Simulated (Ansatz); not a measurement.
# Al2Si2H6 (SMILES [SiH3][Al]1[AlH][SiH2]1): r2SCAN/def2-SVP

Aim: the vertical ionisation energy of Al2Si2H6 at r2SCAN/def2-SVP, from 2 runs. 

The results are computed with Ansatz 0.2.0.

44 further runs of the same task are left out: 44 set aside as unsound or not needed. Runs told in other sessions of the task aren't counted.

## (1) The molecule

Al2Si2H6 has 10 atoms, charge 0, and is taken as a singlet. As SMILES, `[SiH3][Al]1[AlH][SiH2]1`. The shape is that of a PBE0-D4/def2-TZVP optimisation.

Bond lengths: Si1–Al2 2.460 Å, Al2–Al3 2.479 Å, Al2–Si4 2.439 Å, Al3–Si4 2.343 Å, Si1–H5 1.491 Å, Si1–H6 1.491 Å, Si1–H7 1.490 Å, Al3–H8 1.585 Å, Si4–H9 1.581 Å, Si4–H10 1.500 Å. Some angles: Si1–Al2–Al3 164.4°, Si1–Al2–Si4 136.1°, Al3–Al2–Si4 56.9°, Al2–Al3–Si4 60.7°, Al2–Si4–Al3 62.4°, Al2–Si1–H5 110.3°, Al2–Si1–H6 111.0°, Al2–Si1–H7 111.8°, Al2–Al3–H8 149.8°, Si4–Al3–H8 135.8°.

## (2) A single-point energy at r2SCAN/def2-SVP

input.yaml reads:

```yaml
crystal:
  periodic: [false, false, false]
  atoms:
    - {symbol: Si, position_ang: [-1.426500, 1.264600, -1.412100]}
    - {symbol: Al, position_ang: [-0.140100, -0.429800, -0.177000]}
    - {symbol: Al, position_ang: [0.542000, -2.376000, 1.198900]}
    - {symbol: Si, position_ang: [1.875500, -0.449300, 1.195500]}
    - {symbol: H, position_ang: [-1.958600, 0.687200, -2.679200]}
    - {symbol: H, position_ang: [-2.589700, 1.742300, -0.611500]}
    - {symbol: H, position_ang: [-0.589800, 2.446700, -1.761500]}
    - {symbol: H, position_ang: [0.798300, -3.933700, 1.336500]}
    - {symbol: H, position_ang: [0.619900, 0.509800, 1.257200]}
    - {symbol: H, position_ang: [2.952200, 0.487100, 1.656400]}
basis:
  gaussian: {orbitals: def2-SVP}
hamiltonian: {xc: r2scan}
accuracy: high
output: {orbitals: {seedname: orbitals}}
```

On the command line:

```console
$ ansatz run input.yaml --threads 1 --pin off --max-ram 2610MiB --events-out events.jsonl --progress --plain --runs-dir runs
```

Standard output:

```text
Warning: RAYON_NUM_THREADS=1 ignored (pool sized by the plan → 1); use --threads N
Functional definition: r2SCAN
  name "r2SCAN"
  parameter k0 = 0.174
  parameter k1 = 0.065
  parameter a1 = 4.9479
  exchange = r2scan_x(k0 = k0, k1 = k1, a1 = a1)
  correlation = r2scan_c
2110 factors; integrals over basis functions are off by at most 6.3e-9 eV
mean field evaluation 1: about -29031.4030 eV, gradient 1.9e1 eV
mean field evaluation 2: about -29030.5182 eV, gradient 2.3e1 eV
mean field evaluation 4: about -29033.1451 eV, gradient 1.6e0 eV
mean field evaluation 8: about -29033.1452 eV, gradient 6.3e-2 eV
mean field evaluation 16: about -29033.1452 eV, gradient 1.1e-5 eV
mean field -29033.14517624 eV, -1066.9484058541 hartree, gradient 4.5e-8 eV, S^2 0.000000; 0 other end points of the search recorded, 0 dependent functions left out
reference -29033.14517721 eV, -1066.9484058899 hartree; 30, 30 occupied and 72, 72 virtual orbitals, 2110 factors
Total energy: -29033.14517721 eV, -1066.9484058899 hartree
```

Run time: 6.9 s. Hardware: 1 thread of AMD EPYC 9R45 (Zen 5), shared host; peak memory 0.37 GiB.

## (3) The doublet cation

run.yaml reads:

```yaml
crystal:
  periodic: [false, false, false]
  atoms:
    - {symbol: Si, position_ang: [-1.426500, 1.264600, -1.412100]}
    - {symbol: Al, position_ang: [-0.140100, -0.429800, -0.177000]}
    - {symbol: Al, position_ang: [0.542000, -2.376000, 1.198900]}
    - {symbol: Si, position_ang: [1.875500, -0.449300, 1.195500]}
    - {symbol: H, position_ang: [-1.958600, 0.687200, -2.679200]}
    - {symbol: H, position_ang: [-2.589700, 1.742300, -0.611500]}
    - {symbol: H, position_ang: [-0.589800, 2.446700, -1.761500]}
    - {symbol: H, position_ang: [0.798300, -3.933700, 1.336500]}
    - {symbol: H, position_ang: [0.619900, 0.509800, 1.257200]}
    - {symbol: H, position_ang: [2.952200, 0.487100, 1.656400]}
basis:
  gaussian:
    orbitals: def2-SVP
total_charge: 1
output:
  orbitals: {seedname: orbitals}
magnetization:
  spin_polarized: true
  initial_magnetization: 1
accuracy: high
hamiltonian:
  xc: {name: r2SCAN}
```

On the command line:

```console
$ ansatz run run.yaml --threads 1 --pin off --max-ram 2610MiB --events-out events.jsonl --progress --plain --runs-dir runs
```

Standard output:

```text
Warning: RAYON_NUM_THREADS=1 ignored (pool sized by the plan → 1); use --threads N
[... 7 set-up lines as earlier in the session ...]
2110 factors; integrals over basis functions are off by at most 6.3e-9 eV
mean field evaluation 1: about -29022.4831 eV, gradient 1.7e1 eV
mean field evaluation 2: about -29020.4922 eV, gradient 2.1e1 eV
mean field evaluation 4: about -29025.1127 eV, gradient 3.6e0 eV
mean field evaluation 8: about -29025.2474 eV, gradient 1.9e-1 eV
mean field evaluation 16: about -29025.2554 eV, gradient 1.7e-1 eV
mean field evaluation 32: about -29025.2477 eV, gradient 2.1e-1 eV
mean field -29025.27247724 eV, -1066.6590895022 hartree, gradient 4.5e-8 eV, S^2 0.763516; 3 other end points of the search recorded, 0 dependent functions left out
reference -29025.27248126 eV, -1066.6590896499 hartree; 30, 29 occupied and 72, 73 virtual orbitals, 2110 factors
Total energy: -29025.27248126 eV, -1066.6590896499 hartree
```

Wall time 34 s (1 thread of AMD EPYC 9R45 (Zen 5), shared host); peak memory 0.59 GiB.

## (4) Results

Level: r2SCAN/def2-SVP.

| quantity | value |
| --- | --- |
| singlet Al2Si2H6: total energy | -1066.94841 Eh |
| singlet Al2Si2H6: HOMO energy | -5.60 eV |
| singlet Al2Si2H6: LUMO energy | -2.47 eV |
| singlet Al2Si2H6: HOMO–LUMO gap | 3.13 eV |
| doublet cation: total energy | -1066.65909 Eh |
| doublet cation: HOMO energy (highest over α and β) | -10.43 eV |
| doublet cation: LUMO energy (lowest over α and β) | -9.99 eV |
| doublet cation: ⟨S²⟩ | 0.764 |
| vertical ionisation energy (to the doublet cation) | 7.873 eV |

In words: The vertical ionisation energy comes to 7.87 eV (182 kcal/mol). The negative HOMO energy of the first species, 5.60 eV, lies 2.27 eV below that difference.
